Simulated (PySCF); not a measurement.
# C3H10Si2: the cost of one run

Computed with PySCF 2.14.0, with density-fitted response routines of our own, on a single molecule in the gas phase. Atoms are numbered from 0 throughout.

## 1. The starting structure

15 atoms, charge 0, multiplicity 1; geometry from: GFN2-xTB. The atoms were then displaced at random by about 0.01 Å, so the start is not that level's minimum.

Bonds of the start (Å): C0–C1 1.32, C1–Si2 1.88, Si2–C3 1.91, Si2–Si4 2.34, C0–H5 1.08, C0–H6 1.07, C1–H7 1.08, Si2–H8 1.45, C3–H9 1.12, C3–H10 1.05, C3–H11 1.09, Si4–H12 1.46, Si4–H13 1.45, Si4–H14 1.46.

## 2. Optimising the geometry at PBE0-D3(BJ)/def2-SVP

Job settings and geometry (Å):

```
{"job": {"xc": "PBE0", "basis": "def2-SVP", "d3": "d3bj", "grid": 1, "shake": 0.01, "kind": "geom"}, "charge": 0, "multiplicity": 1}
C     -1.894340    -1.779730    -0.451120
C     -1.207580    -0.925410     0.283440
Si     0.002990     0.345000    -0.400490
C     -0.242600     1.978730     0.549840
Si     2.210740    -0.372320    -0.124870
H     -1.857800    -1.736310    -1.534200
H     -2.584030    -2.483450    -0.034760
H     -1.291610    -0.976460     1.358570
H     -0.338660     0.588580    -1.784960
H     -1.304890     2.316210     0.465070
H      0.361800     2.762760     0.189460
H     -0.063200     1.861160     1.620640
H      2.534210    -0.604730     1.279240
H      2.482290    -1.606200    -0.828410
H      3.177340     0.614790    -0.594720
```

Launch:

```
> OMP_NUM_THREADS=1 python probes_run.py task.json out
```

The driver reads the jobs from task.json and runs them one after another.

**Question.** How long does this first job take on 1 thread of Arm Neoverse V1, shared host, and how much memory does it need?

About 59 s, with a peak of 0.49 GiB.
